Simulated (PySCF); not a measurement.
# 1,1,1-trifluoro-2,3-epoxypropane (C₃H₃F₃O): runs on many settings, part 2 of 2

PySCF 2.14.0. Atoms count from 0. Earlier steps stand in the parts before.

## (6) Indirect couplings: KT3/pcSseg-0

What the job is given:

```
{"job": {"kind": "j", "xc": "KT3", "basis": "pcSseg-0"}, "charge": 0, "multiplicity": 1}
F     -1.197983     1.059307     0.959539
C     -1.202806     0.056779     0.080680
F     -2.114324     0.346086    -0.853539
F     -1.655439    -1.030627     0.731452
C      0.162964    -0.216645    -0.519223
C      1.372390     0.036577     0.269546
O      0.975256     0.878942    -0.770531
H      0.140060    -0.999910    -1.272583
H      1.276833     0.441647     1.270288
H      2.251932    -0.567502     0.081844
```

Method: KT3/pcSseg-0 indirect spin-spin coupling, non-relativistic, gas phase.

Output:

```text
coarse grid: 9464 points
cycle   1  E = -495.8848056836  dE =  1.336e+00  |g| = 1.159e+00  |ddm| = 3.342e+00
cycle   2  E = -495.0917687249  dE =  7.930e-01  |g| = 2.410e+00  |ddm| = 3.749e+00
cycle   3  E = -496.1276190003  dE = -1.036e+00  |g| = 2.158e-01  |ddm| = 2.769e+00
cycle   4  E = -496.1336568482  dE = -6.038e-03  |g| = 1.225e-01  |ddm| = 3.137e-01
cycle   5  E = -496.1362727341  dE = -2.616e-03  |g| = 2.310e-02  |ddm| = 1.182e-01
cycle   6  E = -496.1363899920  dE = -1.173e-04  |g| = 6.624e-03  |ddm| = 3.547e-02
cycle   7  E = -496.1364003709  dE = -1.038e-05  |g| = 1.354e-03  |ddm| = 8.564e-03
cycle   8  E = -496.1364007959  dE = -4.249e-07  |g| = 3.065e-04  |ddm| = 1.877e-03
final grid: 95760 points
cycle   9  E = -495.9905694037  dE =  7.874e-05  |g| = 3.998e-02  |ddm| = 4.452e-02
cycle  10  E = -495.9901541741  dE =  4.152e-04  |g| = 6.380e-02  |ddm| = 8.098e-02
cycle  11  E = -495.9907968767  dE = -6.427e-04  |g| = 5.568e-03  |ddm| = 5.468e-02
cycle  12  E = -495.9908031121  dE = -6.235e-06  |g| = 1.381e-03  |ddm| = 7.182e-03
cycle  13  E = -495.9908034882  dE = -3.761e-07  |g| = 1.524e-04  |ddm| = 1.387e-03
cycle  14  E = -495.9908034932  dE = -4.971e-09  |g| = 7.105e-05  |ddm| = 2.874e-04
cycle  15  E = -495.9908034943  dE = -1.131e-09  |g| = 9.252e-06  |ddm| = 7.791e-05
cycle  16  E = -495.9908034943  dE = -2.024e-11  |g| = 3.352e-06  |ddm| = 1.513e-05
converged SCF energy = -495.9908034943

Indirect spin-spin couplings (Hz)
  i      j    bonds     total        FC       PSO       DSO        SD
  0 F    1 C    1   -507.903  -478.108   -38.959     1.690     7.474
  0 F    2 F    2    241.516   206.083   -36.335     0.098    71.671
  0 F    3 F    2    280.981   212.590   -10.575     0.119    78.847
  0 F    4 C    2     61.981    62.643    -2.562     0.169     1.731
  0 F    5 C    3      6.398     6.615    -0.080     0.113    -0.250
  0 F    6 O    3      0.238    -0.749     0.934    -0.056     0.110
  0 F    7 H    3     17.516    19.029     0.319    -1.980     0.149
  0 F    8 H    4      2.202     1.794    -0.937     1.493    -0.147
  0 F    9 H    4      1.186     1.895     0.746    -1.348    -0.108
  1 C    2 F    1   -501.628  -472.889   -38.043     1.653     7.651
  1 C    3 F    1   -479.859  -455.010   -35.207     1.642     8.717
  1 C    4 C    1    143.503   144.112    -1.084     0.475         -
  1 C    5 C    2     -3.197    -3.191    -0.076     0.070         -
  1 C    6 O    2     -7.702    -8.282     0.623    -0.043         -
  1 C    7 H    2      5.608     5.298    -0.030     0.340         -
  1 C    8 H    3      0.461     0.281    -0.101     0.282         -
  1 C    9 H    3     -0.189    -0.113     0.177    -0.252         -
  2 F    3 F    2    300.203   232.210   -15.049     0.068    82.974
  2 F    4 C    2     78.635    77.819    -1.320     0.209     1.927
  2 F    5 C    3      8.326     8.500    -0.166    -0.353     0.344
  2 F    6 O    3      3.407     0.372     2.741     0.023     0.271
  2 F    7 H    3     -1.664    -2.187     0.626     0.271    -0.373
  2 F    8 H    4     -3.519    -2.178     0.284    -1.347    -0.278
  2 F    9 H    4      0.263     0.524     0.802    -1.483     0.421
  3 F    4 C    2     90.097    91.284    -1.942     0.241     0.515
  3 F    5 C    3     -2.506    -2.313    -0.309    -0.042     0.158
  3 F    6 O    3      2.137     2.461     2.599     0.190    -3.112
  3 F    7 H    3     -2.974    -3.213     0.550     0.155    -0.467
  3 F    8 H    4      0.552     0.136     0.658    -0.016    -0.226
  3 F    9 H    4      0.274     0.897     0.337    -0.783    -0.176
  4 C    5 C    1     50.345    50.339    -0.287     0.293         -
  4 C    6 O    1     43.963    43.715     0.416    -0.168         -
  4 C    7 H    1    209.684   207.811     0.434     1.439         -
  4 C    8 H    2     -5.137    -5.163     0.172    -0.147         -
  4 C    9 H    2     -4.259    -4.291     0.215    -0.182         -
  5 C    6 O    1     40.926    40.732     0.332    -0.138         -
  5 C    7 H    2     -4.471    -4.453     0.243    -0.262         -
  5 C    8 H    1    201.546   200.083     0.346     1.117         -
  5 C    9 H    1    201.095   199.664     0.393     1.039         -
  6 O    7 H    2     -8.275    -7.626    -0.784     0.135         -
  6 O    8 H    2     -7.581    -7.058    -0.666     0.143         -
  6 O    9 H    2     -7.584    -7.020    -0.737     0.172         -
  7 H    8 H    3     -1.083     0.449     1.163    -2.696         -
  7 H    9 H    3      1.714     1.790     0.095    -0.171         -
  8 H    9 H    2     -1.776    -0.468     1.303    -2.611         -
```

Wall time 7.6 s (1 thread of Arm Neoverse V1, shared host); peak memory 0.42 GiB.

This basis has no tight s functions, so the Fermi-contact terms are rough.

Key values: J(F0,C1) -496.5 Hz, J(F0,F2) 274.2 Hz, J(C4,H7) 209.7 Hz (means over like pairs).

## (7) Comparing the runs: NMR shifts

Shifts (ppm) of some atoms, chosen among heavy atoms and hydrogens apart, means over like atoms, with basis size and wall time:

| run | C1 | C4 | C5 | H8 | H9 | F0 | O6 | functions | time |
| --- | --- | --- | --- | --- | --- | --- | --- | --- | --- |
| PBE0/pcSseg-1 | 132.9 | 47.9 | 41.4 | 2.79 | 2.70 | -91.5 | 14.0 | 134 | 14 s |
| LC-wPBE/MINI | 92.3 | 32.4 | 37.7 | 2.59 | 2.72 | -93.8 | 12.8 | 38 | 4.6 s |

## (8) Run by run: spin-spin couplings

Couplings (Hz), each a mean over the pairs like the one named, with basis size and wall time:

| run | F0–C1 | C5–H8 | C4–H7 | C5–H9 | F0–F2 | C1–C4 | C4–C5 | functions | time |
| --- | --- | --- | --- | --- | --- | --- | --- | --- | --- |
| B3LYP/pcSseg-1 | -269.1 | 183.4 | 182.9 | 181.5 | 136.3 | 96.2 | 40.1 | 134 | 18 s |
| KT3/pcSseg-0 | -496.5 | 201.5 | 209.7 | 201.1 | 274.2 | 143.5 | 50.3 | 69 | 7.6 s |

## (9) Outcome

The summary covers parts 1 to 2.

| quantity | value |
| --- | --- |
| 13C shifts against TMS (PBE0/pcSseg-1) | 132.9, 47.9, 41.4 ppm |
| 1H shifts against TMS (PBE0/pcSseg-1) | 2.99, 2.79, 2.70 ppm |
| 19F shifts against CFCl3 (PBE0/pcSseg-1, means over atoms taken as alike) | -91.5 ppm |
| 17O shifts against H2O (PBE0/pcSseg-1) | 14.0 ppm |
| surface potential, 1st and 99th percentile | -1.11 V and 1.37 V |
| lowest singlet (PBE0/def2-SVPD) | 8.33 eV (149 nm), f = 0.019 |
| brightest single state of those computed | state 3, 8.56 eV, f = 0.022 |
| lowest triplet | 7.86 eV |
| largest coupling of the table (B3LYP/pcSseg-1) | 1J(F,C) F0–C1, -269.1 Hz |
| range of the shift of C1 | 92.3 to 132.9 ppm |
| range of J(F0,C1), mean over like pairs | -496.5 to -269.1 Hz |
| property runs in this session | 5, of which 0 failed and 1 gave unsound results |

**Reading.** Single values in the summary come from the first run of each kind that ended normally (PBE0/pcSseg-1; PBE0/def2-SVPD; B3LYP/pcSseg-1), which need not be the best level. At PBE0/pcSseg-1: The widest tensor belongs to O6: span 253 ppm, with a paramagnetic part of -72 ppm. The first singlet state (HOMO→LUMO 0.72, HOMO→LUMO+1 0.17) lies at 8.33 eV and is weak; of the 6 states computed, the strongest absorption comes from states 1 to 2 together at 8.33 eV. The lowest triplet lies 0.46 eV below the lowest singlet (triplets in Tamm-Dancoff, singlets in full TDDFT). Of the pairs tabulated at B3LYP/pcSseg-1, F0–C1 (mean over like pairs) couples most strongly (-269.1 Hz; Fermi contact -242.9 Hz). Couplings across rotatable bonds belong to this one conformer; where others are populated, the observed values are averages. Density functionals describe couplings to fluorine poorly, F–F couplings above all, so those rows are rough. In ppm, C1 moves most: its shift spreads over 40.6 ppm, from 92.3 (LC-wPBE/MINI) to 132.9 (PBE0/pcSseg-1). A minimal basis is unusable for shieldings, so that end is no result. The coupling F0–C1, as a mean over pairs of its kind, runs from -496.5 Hz (KT3/pcSseg-0) to -269.1 Hz (B3LYP/pcSseg-1). Couplings from bases without tight functions are rough.
